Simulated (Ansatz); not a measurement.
**BGaH6N2S: one species, many methods**

The task here is to estimate one member of a computed series from the others.

Program: Ansatz 0.2.0, Gaussian basis. Level of theory: functionals in def2-TZVPP, the program's frozen cores in correlated methods. These are calculated values, not measurements.

Plan: LDA (SPW92), PBE-D4, revPBE-D4, BLYP-D4, r2SCAN-D4, B97M-V, PBE0-D4, B3LYP-D4, r2SCANh-D4, r2SCAN0-D4, HSE06-D4, BHLYP-D4, CAM-B3LYP-D4, LC-ωPBE, ωB97X-V, ωB97M-V, B2PLYP, PBE-QIDH; CCSD(T)/def2-SVP; CCSD(T)/def2-TZVPP; MP2/def2-QZVPP; extrapolation to the limit; RPA on PBE.

### The geometry

An earlier PBE0-D4 in a triple-zeta def2 set relaxation fixed the geometry.

SMILES `[NH2][GaH][B](N)S`, 11 atoms, charge 0, spin multiplicity 1.

Atoms are counted from 1 here; the program's logs count them from 0.

Bond lengths: N1–Ga2 1.822 Å, N1–H6 1.006 Å, N1–H7 1.006 Å, Ga2–B3 2.090 Å, Ga2–H8 1.576 Å, B3–N4 1.396 Å, B3–S5 1.822 Å, N4–H9 1.008 Å, N4–H10 1.005 Å, S5–H11 1.339 Å. Angles: Ga2–N1–H6 125.5°, Ga2–N1–H7 123.4°, H6–N1–H7 111.2°, N1–Ga2–B3 120.0°, N1–Ga2–H8 112.7°, B3–Ga2–H8 127.3°, Ga2–B3–N4 120.2°, Ga2–B3–S5 122.9°, N4–B3–S5 117.0°, B3–N4–H9 124.3°, B3–N4–H10 122.4°, H9–N4–H10 113.3°, B3–S5–H11 97.9°.

Set-up of the first run:

in.yaml reads:

```yaml
crystal:
  periodic: [false, false, false]
  atoms:
    - {symbol: N, position_ang: [-0.870621, 2.145143, -0.347387]}
    - {symbol: Ga, position_ang: [0.296679, 0.803364, -0.743466]}
    - {symbol: B, position_ang: [0.229756, -0.989582, 0.328817]}
    - {symbol: N, position_ang: [1.127294, -2.017703, 0.034028]}
    - {symbol: S, position_ang: [-0.968649, -1.297669, 1.666267]}
    - {symbol: H, position_ang: [-1.576082, 2.112235, 0.368809]}
    - {symbol: H, position_ang: [-0.883387, 3.027996, -0.829618]}
    - {symbol: H, position_ang: [1.277318, 1.178088, -1.919421]}
    - {symbol: H, position_ang: [1.149724, -2.905716, 0.511071]}
    - {symbol: H, position_ang: [1.822011, -1.936065, -0.687433]}
    - {symbol: H, position_ang: [-1.604032, -0.120081, 1.618343]}
basis:
  gaussian: {orbitals: def2-TZVPP}
hamiltonian: {xc: lda}
output: {orbitals: {seedname: orbitals}}
```

The run is started by

```sh
$ ansatz run in.yaml --threads 4 --pin off --events-out ev --progress --plain --max-ram 10444MiB
```

Steps of the session up to this table: LDA; PBE-D4 (GGA); revPBE-D4 (GGA); BLYP-D4 (GGA); r2SCAN-D4 (meta-GGA); B97M-V (meta-GGA); PBE0-D4 (hybrid); B3LYP-D4 (hybrid); r2SCANh-D4 (hybrid); r2SCAN0-D4 (hybrid); HSE06-D4 (hybrid); BHLYP-D4 (hybrid); CAM-B3LYP-D4 (range-separated); LC-ωPBE (range-separated); ωB97X-V (range-separated); ωB97M-V (range-separated); B2PLYP (double hybrid); PBE-QIDH (double hybrid).

One of the session's tables, all rows but one given; the rest of the session is left out.

It belongs to the step «Frontier levels by functional». 

```
  functional  HOMO (eV)  gap (eV)
 LDA (SPW92)      -6.07      3.90
      PBE-D4      -5.87      3.94
   revPBE-D4      -5.79      3.96
     BLYP-D4          ?         ?
   r2SCAN-D4      -6.15      4.35
      B97M-V      -6.18      4.31
     PBE0-D4      -7.14      5.95
    B3LYP-D4      -6.92      5.52
  r2SCANh-D4      -6.63      5.11
  r2SCAN0-D4      -7.30      6.19
    HSE06-D4      -6.74      5.19
    BHLYP-D4      -8.22      7.82
CAM-B3LYP-D4      -8.46      8.24
     LC-ωPBE      -9.78     10.63
     ωB97X-V      -9.44     10.19
     ωB97M-V      -9.24      9.84
```

**Question.** Estimate the row for BLYP-D4.

Worked estimate for «HOMO (eV)». Against the share of exact exchange, B3LYP-D4 (0.2, -6.92), BHLYP-D4 (0.5, -8.22) give a slope of -4.33 per unit share; at 0 the line stands at -6.05.

**Answer.** HOMO (eV): -5.73; gap (eV): 3.92. In «HOMO (eV)» the line misses by -0.32.
